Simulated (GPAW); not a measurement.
# Cd2S (P3m1) in GPAW: further runs

The runs below take Cd2S through band structure, dielectric tensor, G0W0 quasiparticle levels, with PBEsol, LDA.

All numbers are computed with GPAW 26.7.0; they aren't measurements. Logs are shortened: lines on timing, memory, paths and dates and some standing lists are left out, and cuts for length are marked. The log counts tension as positive stress, the text compression.

## (1) The structure

Symmetry: P3m1, No. 156, trigonal system. The conventional cell has a = 3.963 Å, b = 3.963 Å, c = 5.809 Å, α = 90.00°, β = 90.00°, γ = 120.00°. Cd (site symmetry 3m) is surrounded by 1 S at 2.52 Å. Around Cd (site symmetry 3m) lie 3 S at 2.60 Å. S (site symmetry 3m) has 4 Cd at 2.52 to 2.60 Å as nearest neighbours.

The cell comes from a database or a generator and needn't be the stable form of this composition.

## (2) Band structure, PBEsol

Input file run.py:

```python
from ase import Atoms
from ase.dft.bandgap import bandgap
from ase.io import write
from ase.units import GPa
from gpaw import GPAW, PW, setup_paths

setup_paths.insert(0, '.')

atoms = Atoms(['Cd', 'Cd', 'S'],
              cell=[[3.962670049, 0.0, 0.0],
                    [-1.9813350245, 3.4317729293, 0.0],
                    [0.0, 0.0, 5.809192]],
              scaled_positions=[[0.3333333333, 0.6666666667, 0.932717],
                                [0.6666666667, 0.3333333333, 0.578735],
                                [0.3333333333, 0.6666666667, 0.365705]],
              pbc=True)

calc = GPAW(mode=PW(600),
            xc='PBEsol',
            kpts={'size': (6, 6, 4), 'gamma': True},
            occupations={'name': 'fermi-dirac', 'width': 0.05},
            nbands=26,
            convergence={'density': 1e-05, 'energy': 1e-05},
            maxiter=150,
            txt='gpaw.txt')
atoms.calc = calc
energy = atoms.get_potential_energy()
forces = atoms.get_forces()
stress = atoms.get_stress()
calc.write('gs.gpw')
write('result.traj', atoms)
print(f'Energy: {energy:.6f} eV')
print('Forces (eV/A):')
print(forces.round(4))
print('Stress (GPa):', (stress / GPa).round(3))
print('Fermi level:', round(calc.get_fermi_level(), 4), 'eV')
print(f'Gap: {bandgap(calc)[0]:.4f} eV, direct: {bandgap(calc, direct=True)[0]:.4f} eV')

path = atoms.cell.bandpath('GMKGALHA,LM,KH', npoints=60, eps=1e-4)
bs_calc = calc.fixed_density(kpts=path, symmetry='off', nbands=42,
                             convergence={'bands': 'CBM+6.0', 'eigenstates': 1e-6}, txt='bands.txt')
bs = bs_calc.band_structure()
bs.write('bs.json')
print(f'Gap on the path: {bandgap(bs_calc)[0]:.4f} eV')
```

Potentials or basis: PAW data sets generated in the run's folder for this functional, pw.

Run with:

```
$ gpaw-setup -f PBEsol Cd S
$ OMP_NUM_THREADS=1 python run.py
```

gpaw.txt:

```text
__  _  _
 | _ |_)|_||  |
 |__||  | ||/\| - 26.7.0

Input parameters:
  mode=PW(ecut=600.0),
  convergence={'density': 1e-05, 'energy': 1e-05},
  kpts=MonkhorstPack(size=(6, 6, 4), gamma=True),
  maxiter=150,
  nbands=26,
  occupations=Occupations(name='fermi-dirac', width=0.05),
  xc=XC(name='PBEsol')

Diagonalizing LCAO Hamiltonian
Converting LCAO to pw mode

        Cd

            Cd
        S

Atoms  # Å, Bohr magnetons
|   | symbol |         x |        y |        z |    initial magnetic moments |
|---|--------|-----------|----------|----------|-----------------------------|
| 0 |     Cd | -0.000000 | 2.287849 | 5.418332 | ( 0.0000,  0.0000,  0.0000) |
| 1 |     Cd |  1.981335 | 1.143924 | 3.361983 | ( 0.0000,  0.0000,  0.0000) |
| 2 |      S | -0.000000 | 2.287849 | 2.124451 | ( 0.0000,  0.0000,  0.0000) |

Unit cell  # Å
| periodic |         x |        y |        z |  lengths |     angles |
|----------|-----------|----------|----------|----------|------------|
|      yes |  3.962670 | 0.000000 | 0.000000 | 3.962670 |  90.000000 |
|      yes | -1.981335 | 3.431773 | 0.000000 | 3.962670 |  90.000000 |
|      yes |  0.000000 | 0.000000 | 5.809192 | 5.809192 | 120.000000 |

Number of symmetries: 6
Symmetry operations  # r_c * U_cc + t_c -> r_c
|   | kind |            matrix            |
|---|------|------------------------------|
| 0 |  σ   |  1, 1, 0,  0,-1, 0,  0, 0, 1 |
| 1 |  E   |  1, 0, 0,  0, 1, 0,  0, 0, 1 |
| 2 |  C3  |  0, 1, 0, -1,-1, 0,  0, 0, 1 |
| 3 |  σ   |  0,-1, 0, -1, 0, 0,  0, 0, 1 |
| 4 |  σ   | -1, 0, 0,  1, 1, 0,  0, 0, 1 |
| 5 |  C3  | -1,-1, 0,  1, 0, 0,  0, 0, 1 |

BZ-sampling:
  Number of BZ points: 144
  Number of IBZ points: 24

  Monkhorst-Pack size: [6, 6, 4]
  Monkhorst-Pack shift: [0.08333333333333333, 0.08333333333333333, 0.125]

K-points  # in reciprocal-cell coordinates
|     |                                coordinates |     weight |
|-----|--------------------------------------------|------------|
|   0 | (  0.00000000,   0.00000000,   0.00000000) | 0.00694444 |
|   1 | (  0.00000000,   0.00000000,   0.25000000) | 0.01388889 |
|   2 | (  0.00000000,   0.00000000,   0.50000000) | 0.00694444 |
|   3 | (  0.16666667,   0.00000000,  -0.25000000) | 0.04166667 |
|   4 | (  0.16666667,   0.00000000,   0.00000000) | 0.04166667 |
|   5 | (  0.16666667,   0.00000000,   0.25000000) | 0.04166667 |
|   6 | (  0.16666667,   0.00000000,   0.50000000) | 0.04166667 |
|   7 | (  0.33333333,  -0.16666667,   0.00000000) | 0.04166667 |
|   8 | (  0.33333333,  -0.16666667,   0.25000000) | 0.08333333 |
|   9 | (  0.33333333,  -0.16666667,   0.50000000) | 0.04166667 |
| ... |                                            |            |
|  23 | (  0.50000000,   0.50000000,   0.50000000) | 0.02083333 |

Plane wave coefficients: 2661
Cutoff: 600.0 eV

Spin-components: 1 (collinear spins)
Bands:           26
Projectors:      17
Spin-degeneracy: 2
Datatype:        complex128

Parallelization:
  kpt:    1
  domain: 1
  band:   1

Density:
  Valence electrons: 30.0
  Components: 1
  Grid points: [24 24 35]
  Charge: 0.0  # |e|

Potential:
  Grid points: [24 24 35]

species:
  Cd:
    name:    Cadmium
    Z:       48.0
    valence: 12
    core:    36
    charge:  0.0  # [|e|]
    compensation charges:
      type: gauss
      rc: 0.38  # [Å]
      lmax: 2
    cutoffs:
      filter: 2.12  # [Å]
      core: 2.62  # [Å]
    projectors
    | kind |    occ | energy [eV] | rcut [Å] |
    |------|--------|-------------|----------|
    |   5s |  2.000 |      -5.696 |    1.191 |
    |   5p |  0.000 |      -1.145 |    1.228 |
    |   4d | 10.000 |     -11.735 |    1.164 |
    |    s |        |      21.516 |    1.191 |
    |    p |        |      26.066 |    1.228 |
    |    d |        |      15.476 |    1.164 |

    Using partial waves for Cd as LCAO basis

  S:
    name:    Sulfur
    Z:       16.0
    valence: 6
    core:    10
    charge:  0.0  # [|e|]
    compensation charges:
      type: gauss
      rc: 0.24  # [Å]
      lmax: 2
    cutoffs:
      filter: 1.77  # [Å]
      core: 1.66  # [Å]
    projectors
    | kind |    occ | energy [eV] | rcut [Å] |
    |------|--------|-------------|----------|
    |   3s |  2.000 |     -17.192 |    0.974 |
    |   3p |  4.000 |      -6.978 |    0.979 |
    |    s |        |      10.020 |    0.974 |
    |    p |        |      20.234 |    0.979 |
    |    d |        |       0.000 |    0.900 |

    Using partial waves for S as LCAO basis

Reference energy: -315044.820029  # eV

eigensolver:
  PPCG
  Converge bands: occupied
  niter=2

density mixing:
  MSR1-Mixer
  Pratt-step length: 0.05
  Maximum mixing coefficient: 0.75
  Old densities: 10
  SVD Regularization: 0.005
  Good broyden scale: 1.0
  Trust region scale: 1.0
  Backstep threshold: 4.0
  History deletion threshold: 6.0
  Fourier metric: weight=20.0, sigma=0.015

occupation numbers:
  Fermi-Dirac:
    width: 0.0500  # eV

poisson solver:
  ecut: 4800.0  # eV

xc functional:
  name: PBEsol with 2 nearest neighbor stencil

convergence criteria:
- Maximum integral of absolute [dens]ity change: 1e-05 electrons / valence electron
- Maximum [total energy] change in last 3 cyles: 1e-05 eV / valence electron
- Maximum integral of absolute [eigenst]ate change: 4e-08 eV^2 / valence electron
maximum number of iterations: 150

SCF iterations
|iter     | |      energy | eigst |  dens |
|---------|-|-------------|-------|-------|
|iter:   1| |   -8.360344 | -0.44 |       |
|iter:   2| |   -8.171684 | -2.24 | -1.25 |
|iter:   3| |   -7.640261 | -1.67 | -1.30 |
|iter:   4| |   -7.633188 | -3.36 | -1.76 |
|iter:   5| |   -7.631137 | -3.90 | -2.10 |
|iter:   6| |   -7.630888 | -4.72 | -2.93 |
|iter:   7| |   -7.630892c| -6.03 | -3.40 |
|iter:   8| |   -7.630894c| -6.70 | -3.80 |
|iter:   9| |   -7.630894c| -8.13c| -4.44 |
|iter:  10| |   -7.630894c| -8.53c| -4.96 |
|iter:  11| |   -7.630894c| -8.90c| -5.57c|

Converged in 11 steps
Energy contributions relative to reference atoms: (reference = -315044.820029)

Energy contributions:
  Kinetic:          15.161330
  Coulomb:         -13.471737
  Zero:              0.259903
  External:          0.000000
  Xc:               -9.578321
  Entropy:          -0.004138
  Spinorbit:         0.000000
  ----------------------------
  Free energy:      -7.632963
  Extrapolated:     -7.630894

dipole moment: (-1.024070, 0.591226, 11.133307)  # |e|*Ang

Fermi level: 4.159
Eigenvalues  # (at kpt = [0.000, 0.000, 0.000])
| band index |      eig [eV] | occ [0-2] |
|------------|---------------|-----------|
|          0 |        -8.684 |     2.000 |
|        ... |               |           |
|          7 |        -3.956 |     2.000 |
|          8 |        -3.956 |     2.000 |
|          9 |        -3.598 |     2.000 |
|         10 |        -3.598 |     2.000 |
|         11 |        -0.534 |     2.000 |
|         12 |         0.252 |     2.000 |
[... 8 lines left out ...]
|         21 |        13.772 |     0.000 |
|         22 |        14.315 |     0.000 |
|        ... |               |           |
|         25 |        15.332 |     0.000 |

Gap: 0.097 eV
Transition (v -> c):
  (s=0, k=15, n=14, [0.33, 0.33, 0.25]) -> (s=0, k=22, n=15, [0.50, 0.50, 0.25])
Direct/indirect transitions are different
Direct gap: 0.473 eV
Transition at: (s=0, k=15, n=14, [0.33, 0.33, 0.25])

Forces  # eV/Ang
|       x |       y |        z |
|---------|---------|----------|
| 0.00000 | 0.00000 |  0.02811 |  # Cd   0
| 0.00000 | 0.00000 | -0.12499 |  # Cd   1
| 0.00000 | 0.00000 |  0.09690 |  # S    2

Stress tensor  # eV/Ang^3
|         x |        y |         z |
|-----------|----------|-----------|
|  0.018902 | 0.000000 | -0.000000 |
| -0.000000 | 0.018902 |  0.000000 |
| -0.000000 | 0.000000 |  0.024573 |

# Writing to gs.gpw (mode='')
```

Wall time 2 min (1 thread of Arm Neoverse V1, shared host); peak memory 0.36 GiB.

What came out:

```yaml
Free_energy: -7.6330 eV
Pressure: -3.3 GPa
Largest_force: 0.125 eV/Å
Band_gap_along_the_path: none (metal or under the smearing width)
```

Forces in eV/Å, atoms in the order of the input:
```
Cd   0.000  0.000  0.028
Cd   0.000  0.000 -0.125
S    0.000  0.000  0.097
```

Stress tensor (GPa, compression positive):
```
-3.03  0.00  0.00
 0.00 -3.03  0.00
 0.00  0.00 -3.94
```

Levels at the corners of the path, in eV from the Fermi level:
| point | band 12 | band 13 | band 14 | band 15 | band 16 | band 17 | band 18 | band 19 |
| --- | --- | --- | --- | --- | --- | --- | --- | --- |
| Γ | -4.69 | -3.91 | -0.90 | -0.90 | 2.90 | 4.75 | 6.52 | 6.52 |
| M | -4.68 | -3.21 | -1.79 | -1.47 | 0.34 | 2.90 | 4.44 | 5.56 |
| K | -4.37 | -3.18 | -2.99 | -0.64 | 0.62 | 2.28 | 3.88 | 4.46 |
| Γ | -4.69 | -3.91 | -0.90 | -0.90 | 2.90 | 4.75 | 6.52 | 6.52 |
| A | -6.16 | -0.82 | -0.82 | -0.41 | 0.88 | 4.45 | 6.10 | 6.10 |
| L | -4.27 | -3.93 | -1.57 | -1.21 | 1.37 | 3.09 | 4.21 | 5.40 |
| H | -4.05 | -3.54 | -2.78 | -0.57 | 0.86 | 1.85 | 4.86 | 5.39 |
| A | -6.16 | -0.82 | -0.82 | -0.41 | 0.88 | 4.45 | 6.10 | 6.10 |
| L | -4.27 | -3.93 | -1.57 | -1.21 | 1.37 | 3.09 | 4.21 | 5.40 |
| M | -4.68 | -3.21 | -1.79 | -1.47 | 0.34 | 2.90 | 4.44 | 5.56 |
| K | -4.37 | -3.18 | -2.99 | -0.64 | 0.62 | 2.28 | 3.88 | 4.46 |
| H | -4.05 | -3.54 | -2.78 | -0.57 | 0.86 | 1.85 | 4.86 | 5.39 |

## (3) Band structure, LDA

Changes to run.py since step 2:

```diff
@@ -4,5 +4,3 @@
 from ase.units import GPa
-from gpaw import GPAW, PW, setup_paths
-
-setup_paths.insert(0, '.')
+from gpaw import GPAW, PW
 
@@ -18,3 +16,3 @@
 calc = GPAW(mode=PW(600),
-            xc='PBEsol',
+            xc='LDA',
             kpts={'size': (6, 6, 4), 'gamma': True},
```

Potentials or basis: the program's PAW data sets (release 1.2.1) made for this functional, pw.

Run with:

```
$ OMP_NUM_THREADS=1 python run.py
```

gpaw.txt:

```text
__  _  _
 | _ |_)|_||  |
 |__||  | ||/\| - 26.7.0

Input parameters:
  mode=PW(ecut=600.0),
  convergence={'density': 1e-05, 'energy': 1e-05},
  kpts=MonkhorstPack(size=(6, 6, 4), gamma=True),
  maxiter=150,
  nbands=26,
  occupations=Occupations(name='fermi-dirac', width=0.05),
  xc=XC(name='LDA')

Diagonalizing LCAO Hamiltonian
Converting LCAO to pw mode

        Cd

            Cd
        S

Atoms  # Å, Bohr magnetons
|   | symbol |         x |        y |        z |    initial magnetic moments |
|---|--------|-----------|----------|----------|-----------------------------|
| 0 |     Cd | -0.000000 | 2.287849 | 5.418332 | ( 0.0000,  0.0000,  0.0000) |
| 1 |     Cd |  1.981335 | 1.143924 | 3.361983 | ( 0.0000,  0.0000,  0.0000) |
| 2 |      S | -0.000000 | 2.287849 | 2.124451 | ( 0.0000,  0.0000,  0.0000) |

Unit cell  # Å
| periodic |         x |        y |        z |  lengths |     angles |
|----------|-----------|----------|----------|----------|------------|
|      yes |  3.962670 | 0.000000 | 0.000000 | 3.962670 |  90.000000 |
|      yes | -1.981335 | 3.431773 | 0.000000 | 3.962670 |  90.000000 |
|      yes |  0.000000 | 0.000000 | 5.809192 | 5.809192 | 120.000000 |

Number of symmetries: 6
Symmetry operations  # r_c * U_cc + t_c -> r_c
|   | kind |            matrix            |
|---|------|------------------------------|
| 0 |  σ   |  1, 1, 0,  0,-1, 0,  0, 0, 1 |
| 1 |  E   |  1, 0, 0,  0, 1, 0,  0, 0, 1 |
| 2 |  C3  |  0, 1, 0, -1,-1, 0,  0, 0, 1 |
| 3 |  σ   |  0,-1, 0, -1, 0, 0,  0, 0, 1 |
| 4 |  σ   | -1, 0, 0,  1, 1, 0,  0, 0, 1 |
| 5 |  C3  | -1,-1, 0,  1, 0, 0,  0, 0, 1 |

BZ-sampling:
  Number of BZ points: 144
  Number of IBZ points: 24

  Monkhorst-Pack size: [6, 6, 4]
  Monkhorst-Pack shift: [0.08333333333333333, 0.08333333333333333, 0.125]

K-points  # in reciprocal-cell coordinates
|     |                                coordinates |     weight |
|-----|--------------------------------------------|------------|
|   0 | (  0.00000000,   0.00000000,   0.00000000) | 0.00694444 |
|   1 | (  0.00000000,   0.00000000,   0.25000000) | 0.01388889 |
|   2 | (  0.00000000,   0.00000000,   0.50000000) | 0.00694444 |
|   3 | (  0.16666667,   0.00000000,  -0.25000000) | 0.04166667 |
|   4 | (  0.16666667,   0.00000000,   0.00000000) | 0.04166667 |
|   5 | (  0.16666667,   0.00000000,   0.25000000) | 0.04166667 |
|   6 | (  0.16666667,   0.00000000,   0.50000000) | 0.04166667 |
|   7 | (  0.33333333,  -0.16666667,   0.00000000) | 0.04166667 |
|   8 | (  0.33333333,  -0.16666667,   0.25000000) | 0.08333333 |
|   9 | (  0.33333333,  -0.16666667,   0.50000000) | 0.04166667 |
| ... |                                            |            |
|  23 | (  0.50000000,   0.50000000,   0.50000000) | 0.02083333 |

Plane wave coefficients: 2661
Cutoff: 600.0 eV

Spin-components: 1 (collinear spins)
Bands:           26
Projectors:      17
Spin-degeneracy: 2
Datatype:        complex128

Parallelization:
  kpt:    1
  domain: 1
  band:   1

Density:
  Valence electrons: 30.0
  Components: 1
  Grid points: [24 24 35]
  Charge: 0.0  # |e|

Potential:
  Grid points: [24 24 35]

species:
  Cd:
    name:    Cadmium
    Z:       48.0
    valence: 12
    core:    36
    charge:  0.0  # [|e|]
    compensation charges:
      type: gauss
      rc: 0.38  # [Å]
      lmax: 2
    cutoffs:
      filter: 2.12  # [Å]
      core: 2.62  # [Å]
    projectors
    | kind |    occ | energy [eV] | rcut [Å] |
    |------|--------|-------------|----------|
    |   5s |  2.000 |      -5.950 |    1.191 |
    |   5p |  0.000 |      -1.328 |    1.228 |
    |   4d | 10.000 |     -11.904 |    1.164 |
    |    s |        |      21.261 |    1.191 |
    |    p |        |      25.883 |    1.228 |
    |    d |        |      15.307 |    1.164 |

    Using partial waves for Cd as LCAO basis

  S:
    name:    Sulfur
    Z:       16.0
    valence: 6
    core:    10
    charge:  0.0  # [|e|]
    compensation charges:
      type: gauss
      rc: 0.24  # [Å]
      lmax: 2
    cutoffs:
      filter: 1.77  # [Å]
      core: 1.66  # [Å]
    projectors
    | kind |    occ | energy [eV] | rcut [Å] |
    |------|--------|-------------|----------|
    |   3s |  2.000 |     -17.278 |    0.974 |
    |   3p |  4.000 |      -7.106 |    0.979 |
    |    s |        |       9.933 |    0.974 |
    |    p |        |      20.105 |    0.979 |
    |    d |        |       0.000 |    0.900 |

    Using partial waves for S as LCAO basis

Reference energy: -314896.517247  # eV

eigensolver:
  PPCG
  Converge bands: occupied
  niter=2

density mixing:
  MSR1-Mixer
  Pratt-step length: 0.05
  Maximum mixing coefficient: 0.75
  Old densities: 10
  SVD Regularization: 0.005
  Good broyden scale: 1.0
  Trust region scale: 1.0
  Backstep threshold: 4.0
  History deletion threshold: 6.0
  Fourier metric: weight=20.0, sigma=0.015

occupation numbers:
  Fermi-Dirac:
    width: 0.0500  # eV

poisson solver:
  ecut: 4800.0  # eV

xc functional:
  name: None

convergence criteria:
- Maximum integral of absolute [dens]ity change: 1e-05 electrons / valence electron
- Maximum [total energy] change in last 3 cyles: 1e-05 eV / valence electron
- Maximum integral of absolute [eigenst]ate change: 4e-08 eV^2 / valence electron
maximum number of iterations: 150

SCF iterations
|iter     | |      energy | eigst |  dens |
|---------|-|-------------|-------|-------|
|iter:   1| |   -9.183410 | -0.43 |       |
|iter:   2| |   -8.995417 | -2.21 | -1.26 |
|iter:   3| |   -8.464258 | -1.67 | -1.30 |
|iter:   4| |   -8.453963 | -3.44 | -1.76 |
|iter:   5| |   -8.450958 | -3.99 | -2.12 |
|iter:   6| |   -8.450669 | -4.73 | -2.92 |
|iter:   7| |   -8.450670c| -6.06 | -3.41 |
|iter:   8| |   -8.450670c| -6.89 | -3.87 |
|iter:   9| |   -8.450670c| -7.42c| -4.48 |
|iter:  10| |   -8.450670c| -8.00c| -4.97 |
|iter:  11| |   -8.450670c| -8.30c| -5.63c|

Converged in 11 steps
Energy contributions relative to reference atoms: (reference = -314896.517247)

Energy contributions:
  Kinetic:          12.025223
  Coulomb:         -10.522065
  Zero:              0.218486
  External:          0.000000
  Xc:              -10.170109
  Entropy:          -0.004410
  Spinorbit:         0.000000
  ----------------------------
  Free energy:      -8.452875
  Extrapolated:     -8.450670

dipole moment: (-1.039237, 0.599983, 11.178268)  # |e|*Ang

Fermi level: 3.938
Eigenvalues  # (at kpt = [0.000, 0.000, 0.000])
| band index |      eig [eV] | occ [0-2] |
|------------|---------------|-----------|
|          0 |        -8.840 |     2.000 |
|        ... |               |           |
|          7 |        -4.145 |     2.000 |
|          8 |        -4.145 |     2.000 |
|          9 |        -3.791 |     2.000 |
|         10 |        -3.791 |     2.000 |
|         11 |        -0.747 |     2.000 |
|         12 |         0.034 |     2.000 |
[... 8 lines left out ...]
|         21 |        13.612 |     0.000 |
|         22 |        14.167 |     0.000 |
|        ... |               |           |
|         25 |        15.055 |     0.000 |

Gap: 0.083 eV
Transition (v -> c):
  (s=0, k=15, n=14, [0.33, 0.33, 0.25]) -> (s=0, k=22, n=15, [0.50, 0.50, 0.25])
Direct/indirect transitions are different
Direct gap: 0.428 eV
Transition at: (s=0, k=15, n=14, [0.33, 0.33, 0.25])

Forces  # eV/Ang
|        x |        y |        z |
|----------|----------|----------|
|  0.00000 | -0.00000 |  0.01194 |  # Cd   0
|  0.00000 | -0.00000 | -0.14815 |  # Cd   1
| -0.00000 | -0.00000 |  0.13630 |  # S    2

Stress tensor  # eV/Ang^3
|        x |        y |        z |
|----------|----------|----------|
| 0.028965 | 0.000000 | 0.000000 |
| 0.000000 | 0.028965 | 0.000000 |
| 0.000000 | 0.000000 | 0.039593 |

# Writing to gs.gpw (mode='')
```

Run time: 1.9 min. Hardware: 1 thread of Arm Neoverse V1, shared host; peak memory 0.36 GiB.

Results:

* Free energy: -8.4529 eV
* Pressure: -5.2 GPa
* Largest force: 0.148 eV/Å
* Band gap along the path: none (metal or under the smearing width)

Forces in eV/Å, atoms in the order of the input:
```
Cd   0.000  0.000  0.012
Cd   0.000  0.000 -0.148
S    0.000  0.000  0.136
```

Levels at the corners of the path, in eV from the Fermi level:
```
point  band 11  band 12  band 13  band 14  band 15  band 16  band 17  band 18  band 19  band 20
    Γ    -7.73    -4.68    -3.90    -0.84    -0.84     2.83     4.73     6.50     6.50     7.95
    M    -7.57    -4.67    -3.17    -1.74    -1.51     0.37     2.86     4.45     5.55     7.11
    K    -7.50    -4.37    -3.14    -2.95    -0.69     0.64     2.33     3.85     4.48     6.98
    Γ    -7.73    -4.68    -3.90    -0.84    -0.84     2.83     4.73     6.50     6.50     7.95
    A    -7.74    -6.15    -0.76    -0.76    -0.38     0.83     4.44     6.06     6.06     7.64
    L    -7.59    -4.26    -3.92    -1.52    -1.20     1.36     3.04     4.20     5.39     6.02
    H    -7.45    -4.04    -3.53    -2.73    -0.56     0.89     1.82     4.83     5.36     6.54
    A    -7.74    -6.15    -0.76    -0.76    -0.38     0.83     4.44     6.06     6.06     7.64
    L    -7.59    -4.26    -3.92    -1.52    -1.20     1.36     3.04     4.20     5.39     6.02
    M    -7.57    -4.67    -3.17    -1.74    -1.51     0.37     2.86     4.45     5.55     7.11
    K    -7.50    -4.37    -3.14    -2.95    -0.69     0.64     2.33     3.85     4.48     6.98
    H    -7.45    -4.04    -3.53    -2.73    -0.56     0.89     1.82     4.83     5.36     6.54
```

[end of part 1 of 2]
